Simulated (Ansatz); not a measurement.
# In3Se: the cost of one run

Computed with Ansatz 0.2.0 (DFT PBE+D3(BJ), scalar-relativistic, plane waves, PAW, unless a step's input says otherwise).

40 further runs of the same task are left out: 40 set aside as unsound or not needed. Runs told in other sessions of the task aren't counted.

## Step 1: The system as given

The structure is cubic, space group Pm-3m (No. 221). The conventional cell has a = 4.701 Å, b = 4.701 Å, c = 4.701 Å, α = 90.00°, β = 90.00°, γ = 90.00°. In (site symmetry 4/mmm) is surrounded by 8 In at 3.32 Å and 4 Se at 3.32 Å. Se (site symmetry m-3m) is surrounded by 12 In at 3.32 Å.

Structure file:

```
CELL_PARAMETERS angstrom
4.70081 0.00000 0.00000
0.00000 4.70081 0.00000
0.00000 0.00000 4.70081
ATOMIC_POSITIONS crystal
In 0.00000 0.50000 0.50000
In 0.50000 0.00000 0.50000
In 0.50000 0.50000 0.00000
Se 0.00000 0.00000 0.00000
```

It goes back to an entry of the Materials Project, which need not be the stable form.

This cell was relaxed beforehand with the same method: volume 25.97 Å³/atom, gap on the mesh none (metal).

## Step 2: The scan

The energy is mapped over volume and the cell's shape.

First coordinate, volume per atom: 9 values from 23.89 to 28.05 Å³. Second coordinate, c/a of the conventional cell: 9 values from 0.923 to 1.083.

Nothing else is relaxed (symmetry fixes all fractional coordinates). Energies count from the relaxed crystal. Points are written as (first, second).

## Step 3: Point (24.41 Å³, 0.942)

The input, input.yaml:

```yaml
crystal:
  lattice:
    - [4.6981445062, 0.0, 0.0]
    - [0.0, 4.6981445062, 0.0]
    - [0.0, 0.0, 4.423772867]
  atoms:
    - { symbol: In, position: [0.0, 0.5, 0.5] }
    - { symbol: In, position: [0.5, 0.0, 0.5] }
    - { symbol: In, position: [0.5, 0.5, 0.0] }
    - { symbol: Se, position: [0.0, 0.0, 0.0] }
basis:
  ecutwfc: 420
kpoints:
  mp_grid: { grid: [10, 10, 10] }
hamiltonian:
  xc: pbe
  pseudopotentials: { kind: paw, azcp: { folder: soft_1 } }
  dispersion: d3bj
scf:
  occupations: { method: gaussian, width: 0.15 }
output:
  forces: true
  stress: true
  eigenvalues: true
```

Command:

```sh
$ ansatz run input.yaml --threads 2 --pin off --max-ram 4096MiB --backend cpu --events-out ev --progress --plain --runs-dir out
```

**Question.** How long does this run take on 2 threads of Intel Xeon 6975P-C (Granite Rapids), shared host, and how much memory does it need?

About 5.5 s, with a peak of 0.62 GiB.
